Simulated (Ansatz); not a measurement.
# CH3F3Zr: basis-set convergence

One table from this session's results is given with a row withheld; the runs are named, their logs left out.

Method: one geometry, several basis sets; program: Ansatz 0.2.0, Gaussian basis.

Levels to be run: PBE0-D4/def2-SVP; ωB97M-V/def2-SVP; PBE0-D4/def2-QZVPP; ωB97M-V/def2-QZVPP; the functionals' def2-TZVPP values are taken from earlier runs.

### The relaxed structure

An earlier PBE0-D4 in a triple-zeta def2 set relaxation fixed the geometry. Zr takes the def2 core potential; no spin-orbit term is included.

SMILES `[CH3][Zr]([F])([F])[F]`, 8 atoms, charge 0, spin multiplicity 1.

Atoms are counted from 1 here; the program's logs count them from 0.

Bond lengths: C1–Zr2 2.203 Å, C1–H6 1.096 Å, C1–H7 1.096 Å, C1–H8 1.096 Å, Zr2–F3 1.899 Å, Zr2–F4 1.899 Å, Zr2–F5 1.899 Å. Angles: Zr2–C1–H6 111.1°, Zr2–C1–H7 111.0°, Zr2–C1–H8 111.1°, H6–C1–H7 107.8°, H6–C1–H8 107.8°, H7–C1–H8 107.8°, C1–Zr2–F3 106.5°, C1–Zr2–F4 106.5°, C1–Zr2–F5 106.5°, F3–Zr2–F4 112.3°, F3–Zr2–F5 112.3°, F4–Zr2–F5 112.3°.

Set-up of the first run:

File in.yaml:

```yaml
crystal:
  periodic: [false, false, false]
  atoms:
    - {symbol: C, position_ang: [-0.993039, -0.177684, 0.564721]}
    - {symbol: Zr, position_ang: [0.899205, 0.160832, -0.511367]}
    - {symbol: F, position_ang: [2.238903, -0.789562, 0.441045]}
    - {symbol: F, position_ang: [0.649276, -0.514571, -2.268197]}
    - {symbol: F, position_ang: [1.199339, 2.035625, -0.497215]}
    - {symbol: H, position_ang: [-0.930154, 0.186969, 1.596284]}
    - {symbol: H, position_ang: [-1.240199, -1.244774, 0.600260]}
    - {symbol: H, position_ang: [-1.823342, 0.343175, 0.074470]}
basis:
  gaussian: {orbitals: def2-SVP}
hamiltonian: {xc: pbe0, dispersion: d4}
output: {orbitals: {seedname: orbitals}}
```

The run is started by

```bash
$ ansatz run in.yaml --threads 4 --pin off --events-out ev --progress --plain --max-ram 10444MiB
```

Steps of the session up to this table: PBE0-D4 in def2-SVP; ωB97M-V in def2-SVP; PBE0-D4 in def2-QZVPP; ωB97M-V in def2-QZVPP.

One of the session's tables, all rows but one given; the rest of the session is left out.

It belongs to the step «Functionals by basis». 

```
functional       basis  HOMO (eV)
   PBE0-D4    def2-SVP      -8.36
   PBE0-D4  def2-TZVPP      -8.38
   PBE0-D4  def2-QZVPP          ?
   ωB97M-V    def2-SVP     -10.61
   ωB97M-V  def2-TZVPP     -10.63
   ωB97M-V  def2-QZVPP     -10.63
```

Q: Estimate the row for PBE0-D4, def2-QZVPP from the others.

**Answer.** HOMO (eV): -8.37. In the column «HOMO (eV)» it lies between PBE0-D4, def2-TZVPP (-8.38) and PBE0-D4, def2-SVP (-8.36).
